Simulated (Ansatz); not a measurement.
# KTi2: a trial structure relaxed

Aim: relax KTi2 from this start, fluorite type (Fm-3m, No. 225), and see where it ends.

Program: Ansatz 0.2.0. Level of theory: DFT PBE, scalar-relativistic, plane waves, PAW. These are calculated values, not measurements.

1 further run of the same task is left out (it didn't finish).

### Step 1. Starting point

It takes space group Fm-3m (No. 225, cubic). The conventional cell has a = 6.360 Å, b = 6.360 Å, c = 6.360 Å, α = 90.00°, β = 90.00°, γ = 90.00°. K (site symmetry m-3m) is surrounded by 8 Ti at 2.75 Å. Ti (site symmetry -43m) is surrounded by 4 K at 2.75 Å.

As a file:

```
K Ti
1.0
     0.00000    3.18008    3.18008
     3.18008    0.00000    3.18008
     3.18008    3.18008    0.00000
K Ti
1 2
Direct
  0.00000 0.00000 0.00000
  0.25000 0.25000 0.25000
  0.75000 0.75000 0.75000
```

(A quick probe on a coarse mesh, which set the mesh and smearing, is not shown.)

### Step 3. Coarse relaxation

Contents of input.yaml:

```yaml
crystal:
  lattice:
    - [0.0, 3.1800770098, 3.1800770098]
    - [3.1800770098, 0.0, 3.1800770098]
    - [3.1800770098, 3.1800770098, 0.0]
  atoms:
    - { symbol: K, position: [0.0, 0.0, 0.0] }
    - { symbol: Ti, position: [0.25, 0.25, 0.25] }
    - { symbol: Ti, position: [0.75, 0.75, 0.75] }
basis:
  ecutwfc: 420
kpoints:
  mp_grid: { grid: [6, 6, 6] }
hamiltonian:
  xc: pbe
scf:
  occupations: { method: gaussian, width: 0.1 }
  lower_state_search: "off"
output:
  forces: true
  stress: true
  eigenvalues: true
relax:
  adjacent_minimum: "off"
  f_tol: 0.04
  max_steps: 70
  cell: { stress_tol: 0.4 }
```

Launch:

```bash
> ansatz run input.yaml --threads 1 --pin off --max-ram 2560MiB --backend cpu --events-out ev --progress --plain --runs-dir out
```

The session goes on with these runs: full relaxation.

**Question.** What will these runs give?

**Answer**, as computed:

Formation energies count from the elements, computed with the same settings in runs not shown here.

```
                          quantity                                                                      value
               cell (conventional)  a = 6.873 Å, b = 6.873 Å, c = 6.873 Å, α = 90.00°, β = 90.00°, γ = 90.00°
                       space group                                                            Fm-3m (No. 225)
                            volume                                                              27.05 Å³/atom
                   gap on the mesh                                                               none (metal)
formation energy from the elements                                                             +2.250 eV/atom
```

The space group stayed Fm-3m, and from the first guess the volume went from 21.44 to 27.05 Å³/atom. The formation energy of +2.25 eV/atom is positive, so the elements lie lower than this structure; another structure of the compound can lie lower.
